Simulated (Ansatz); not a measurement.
The system is NaLaMnMoO6.

```
Na La Mn Mo O
1.0
    -2.72294    2.72294    3.89889
     2.72294   -2.72294    3.89889
     2.72294    2.72294   -3.89889
Na La Mn Mo O
1 1 1 1 6
Direct
  0.25000 0.75000 0.50000
  0.75000 0.25000 0.50000
  0.50000 0.50000 0.00000
  0.00000 0.00000 0.00000
  0.20766 0.29607 0.50371
  0.29605 0.79234 0.08841
  0.79236 0.70395 0.49629
  0.70393 0.20764 0.91159
  0.25194 0.25194 0.00000
  0.74806 0.74806 0.00000
```

The cell was built by a generator and needn't be a form met in nature.

Base run:

* Program: Ansatz 0.2.0
* Functional: PBE
* Potentials or basis: all-electron LAPW, scalar-relativistic
* Cutoff: 404 eV (chosen from the basis error)
* Basis error allowed: 0.002 eV/atom
* k mesh: 7 × 7 × 7
* Occupations: fermi-dirac, width 0.05 eV
* Spin: collinear spin, ferromagnetic start
* Starting moments: [0.0, 0.0, 4.0, 1.0, 0.0, 0.0, 0.0, 0.0, 0.0, 0.0] μB

Its results: pressure 0.3 GPa; net moment 1.96 μB per cell; site moments Na +0.00; La -0.01; Mn +2.43; Mo -0.50; O +0.01 μB; largest force 0.071 eV/Å.

The run is repeated on the same cell with these changes: functional from PBE to RPBE; k mesh from 7 × 7 × 7 to 5 × 5 × 5. What comes out?

Pressure 5.4 GPa; net moment 2.23 μB per cell; site moments Na +0.00; La -0.01; Mn +2.62; Mo -0.46; O +0.02, +0.01 μB; largest force 0.181 eV/Å.

Several settings changed at once, so the effect can't be laid on one alone.

Caveats: a cell with one magnetic atom can't hold antiferromagnetic order, which such compounds often take; the starting moments weren't kept; the k mesh is thin for a metal, which can move the energy by tens of meV per atom (some runs).
